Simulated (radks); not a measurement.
# The Coulomb parameter U of the 4f shell of Er²⁺

An exercise on one series of results from a longer session: the logs are not shown, and one member is left open.

Method: scalar-relativistic Kohn-Sham, r2SCAN, spin-unpolarised, spherical densities, finite nucleus. Code: radks (a radial shooting solver on a logarithmic mesh, Libxc functionals) version 1.

### What is computed

| Quantity | Value |
| --- | --- |
| element | erbium (Z = 68) |
| charge | +2 |
| electrons | 66 |
| configuration | [Xe] 4f10 6p2 |
| nuclear rms radius | 5.2516 fm |

The outer shells:

Er²⁺
```
[Xe] core
4f [↑↓][↑↓][↑↓][↑ ][↑ ][↑ ][↑ ]
6p [↑ ][↑ ][  ]
```

Set-up of the first run:

Input:

```text
Z 68
configuration [Xe] 4f10 6p2
relativity scalar-relativistic
functional r2scan,r2scan
spin unpolarised
nucleus finite rms 5.2516 fm
c 137.035999084
```

Among the steps run: Start: [Xe] 4f10 6p2.

One of the session's tables, all rows but one given; the rest of the session is left out.

It belongs to the step «Start: [Xe] 4f10 6p2». From the orbitals of this run (lengths in bohr):

| level | <r> | outermost maximum (interpolated) | 90 % within | nodes |
| --- | --- | --- | --- | --- |
| 3d | 0.2038 | 0.167 | 0.317 | 0 |
| 4s | 0.5072 | 0.474 | 0.728 | 3 |
| 4p | 0.5372 | 0.495 | 0.780 | 2 |
| 4d | 0.5797 | 0.511 | 0.869 | 1 |
| 5s | 1.208 | 1.09 | 1.73 | 4 |
| 5p | 1.387 | 1.23 | 2.01 | 3 |
| 4f | ? | ? | ? | ? |
| 6p | 3.625 | 3.31 | 5.13 | 4 |

Estimate the missing values for 4f.

As computed: <r>: 0.7293; outermost maximum (interpolated): 0.502; 90 % within: 1.23; nodes: 0. In the column «<r>» it lies between 4d (0.5797) and 5s (1.208).
